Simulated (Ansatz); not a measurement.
# NiI2: the cost of one run

Computed with Ansatz 0.2.0 (DFT PBEsol+U (U_eff = 6 eV on Ni d), plane waves, PAW, unless a step's input says otherwise).

6 further runs of the same task are left out: 6 that didn't finish.

### 1 The system as given

It takes space group R-3m (No. 166, trigonal). Conventional cell: a = 3.895 Å, b = 3.895 Å, c = 19.630 Å, α = 90.00°, β = 90.00°, γ = 120.00°. Ni (site symmetry -3m) has 6 I at 2.78 Å as nearest neighbours. Around I (site symmetry 3m) lie 3 Ni at 2.78 Å.

Structure file:

```cif
data_structure
_symmetry_space_group_name_H-M 'R-3m:H'
_symmetry_Int_Tables_number 166
_cell_length_a 3.8950
_cell_length_b 3.8950
_cell_length_c 19.6300
_cell_angle_alpha 90.000
_cell_angle_beta 90.000
_cell_angle_gamma 120.000
_cell_volume 257.91
loop_
_atom_site_label
_atom_site_type_symbol
_atom_site_symmetry_multiplicity
_atom_site_Wyckoff_symbol
_atom_site_fract_x
_atom_site_fract_y
_atom_site_fract_z
_atom_site_occupancy
Ni1 Ni 3 a 0.00000 0.00000 0.00000 1
I1 I 6 c 0.00000 0.00000 0.25000 1
```

Magnetic order typed: ferromagnetic.

### 2 From atoms, symmetry kept, no search

input.yaml reads:

```yaml
crystal:
  lattice:
    - [1.94750011, 1.12438971, 6.5433296]
    - [-1.94750011, 1.12438971, 6.5433296]
    - [0.0, -2.24877942, 6.5433296]
  atoms:
    - { symbol: Ni, position: [0.0, 0.0, 0.0], spin: 2.0, spin_axis: [1.0, 0.0, 0.0] }
    - { symbol: I, position: [0.25, 0.25, 0.25] }
    - { symbol: I, position: [0.75, 0.75, 0.75] }
basis:
  ecutwfc: 420
  ecutrho_ratio: 4
kpoints:
  mp_grid: { grid: [6, 6, 6] }
hamiltonian:
  xc: pbesol
  hubbard: { sites: [{ site: 0, l: d, u_eff: 6.0 }] }
scf:
  occupations: { method: gaussian, width: 0.05 }
  lower_state_search: "off"
  max_iter: 150
output:
  forces: true
  stress: true
  eigenvalues: true
  populations: true
  hubbard: { sites: [{ site: 0, l: d }] }
magnetization:
  noncollinear: true
  spin_orbit: true
```

This run includes spin–orbit coupling.

Launch:

```console
$ ansatz run input.yaml --threads 4 --pin off --max-ram 6144MiB --backend cpu --events-out ev --progress --plain --runs-dir out
```

**Question.** How long does this run take on 4 threads of Arm Neoverse V2, shared host, and how much memory does it need?

About 61 s, with a peak of 1.4 GiB.
